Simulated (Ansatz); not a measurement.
# GeH5NSi: functionals against CCSD(T) at one geometry

An exercise on one series of results from a longer session: the logs are not shown, and one member is left open.

The runs use Ansatz 0.2.0, Gaussian basis; single points in def2-TZVPP.

Cores are frozen in the correlated methods. Filled d shells of the heavier atoms are correlated.

## The system as given

SMILES `[NH]1[SiH2][GeH2]1`, 8 atoms, charge 0, spin multiplicity 1.

Atoms are counted from 1 here; the program's logs count them from 0.

Bond lengths: N1–Si2 1.640 Å, N1–Ge3 2.196 Å, N1–H4 1.026 Å, Si2–Ge3 2.400 Å, Si2–H5 1.499 Å, Si2–H6 1.500 Å, Ge3–H7 1.535 Å, Ge3–H8 1.535 Å. Angles: Si2–N1–Ge3 75.9°, Si2–N1–H4 126.0°, Ge3–N1–H4 120.7°, N1–Si2–Ge3 62.6°, N1–Si2–H5 114.9°, N1–Si2–H6 128.8°, Ge3–Si2–H5 111.5°, Ge3–Si2–H6 112.9°, H5–Si2–H6 113.4°, N1–Ge3–Si2 41.5°, N1–Ge3–H7 88.8°, N1–Ge3–H8 91.1°, Si2–Ge3–H7 120.5°, Si2–Ge3–H8 110.7°, H7–Ge3–H8 97.0°.

Coordinates:

```xyz
8

N    -0.5476   -0.1365   -0.8483
Si   -0.1678    1.2230   -0.0143
Ge    0.8901   -0.8219    0.6630
H    -1.4785   -0.5619   -0.9164
H     0.7973    2.1386   -0.7051
H    -0.9248    1.8853    1.0981
H     1.4855   -1.7756   -0.3823
H    -0.1414   -1.7996    1.2433
```

The first run:

run/in.yaml reads:

```yaml
crystal:
  periodic: [false, false, false]
  atoms:
    - {symbol: N, position_ang: [-0.547600, -0.136500, -0.848300]}
    - {symbol: Si, position_ang: [-0.167800, 1.223000, -0.014300]}
    - {symbol: Ge, position_ang: [0.890100, -0.821900, 0.663000]}
    - {symbol: H, position_ang: [-1.478500, -0.561900, -0.916400]}
    - {symbol: H, position_ang: [0.797300, 2.138600, -0.705100]}
    - {symbol: H, position_ang: [-0.924800, 1.885300, 1.098100]}
    - {symbol: H, position_ang: [1.485500, -1.775600, -0.382300]}
    - {symbol: H, position_ang: [-0.141400, -1.799600, 1.243300]}
basis:
  gaussian: {orbitals: def2-TZVPP}
correlation: {method: ccsd_t}
output: {forces: true}
```

No record of the launch command was kept for these runs.

Steps of the session up to this table: CCSD(T)/def2-TZVPP; PBE0-D4/def2-TZVPP; wB97M-V/def2-TZVPP; r2SCAN-D4/def2-TZVPP; PBE-D4/def2-TZVPP; SPW92/def2-TZVPP; LC-wPBE/def2-TZVPP.

One table of the session follows, with a row left open; its other results are not shown here.

```
   method  RMS force component (eV/Å)  angle to CCSD(T) forces (°)  dipole (D)
  CCSD(T)                       0.601                    reference        1.59
  PBE0-D4                       0.541                         12.1        1.54
  wB97M-V                       0.545                         14.0        1.69
r2SCAN-D4                           ?                            ?           ?
   PBE-D4                       0.515                         18.7        1.42
    SPW92                       0.461                         24.9        1.43
  LC-wPBE                       0.624                         24.6        1.64
```

Q: Estimate the row for r2SCAN-D4 from the others.

**Answer.** RMS force component (eV/Å): 0.531; angle to CCSD(T) forces (°): 7.6; dipole (D): 1.52. In the column «RMS force component (eV/Å)» it lies between PBE-D4 (0.515) and PBE0-D4 (0.541).
